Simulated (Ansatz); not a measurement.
# Hg3Se2S: the cost of one run

Program: Ansatz 0.2.0. Level of theory: DFT LDA, scalar-relativistic, plane waves, PAW. These are calculated values, not measurements.

## 1. The structure to begin with

It takes space group P3m1 (No. 156, trigonal). Conventional cell: a = 4.264 Å, b = 4.264 Å, c = 10.444 Å, α = 90.00°, β = 90.00°, γ = 120.00°. Around Hg (site symmetry 3m) lie 3 Se at 2.61 Å and 1 S at 2.61 Å. Hg (site symmetry 3m) is surrounded by 3 S at 2.61 Å and 1 Se at 2.61 Å. Hg (site symmetry 3m) is surrounded by 4 Se at 2.61 Å. Around S (site symmetry 3m) lie 4 Hg at 2.61 Å. Around Se (site symmetry 3m) lie 4 Hg at 2.61 Å.

Structure file:

```
CELL_PARAMETERS angstrom
4.26385 0.00000 0.00000
-2.13193 3.69261 0.00000
0.00000 0.00000 10.44427
ATOMIC_POSITIONS crystal
Hg 0.00000 0.00000 0.00000
Hg 0.33333 0.66667 0.33333
Hg 0.66667 0.33333 0.66667
S 0.00000 0.00000 0.25000
Se 0.33333 0.66667 0.58333
Se 0.66667 0.33333 0.91667
```

## 2. Relaxing cell and atoms: Hg3Se2S, no spin

input.yaml reads:

```yaml
crystal:
  lattice:
    - [4.2638538906, 0.0, 0.0]
    - [-2.1319269453, 3.6926057872, 0.0]
    - [0.0, 0.0, 10.4442663696]
  atoms:
    - { symbol: Hg, position: [0.0, 0.0, 0.0] }
    - { symbol: Hg, position: [0.3333333333, 0.6666666667, 0.3333333333] }
    - { symbol: Hg, position: [0.6666666667, 0.3333333333, 0.6666666667] }
    - { symbol: S, position: [0.0, 0.0, 0.25] }
    - { symbol: Se, position: [0.3333333333, 0.6666666667, 0.5833333333] }
    - { symbol: Se, position: [0.6666666667, 0.3333333333, 0.9166666667] }
scf:
  occupations: { method: gaussian, width: 0.03 }
output:
  forces: true
  stress: true
  eigenvalues: true
kpoints:
  mp_grid: { grid: [9, 9, 4] }
hamiltonian:
  xc: lda
relax:
  f_tol: 0.005
  max_steps: 60
  cell: { stress_tol: 0.03 }
```

Command:

```sh
$ ansatz run input.yaml --threads 8 --pin off --max-ram 16384MiB --backend cpu --events-out ev --progress --plain --runs-dir out
```

Q: Estimate wall time and peak memory on 8 threads of Intel Xeon 6975P-C (Granite Rapids), shared host.

About 16 s, with a peak of 0.92 GiB.
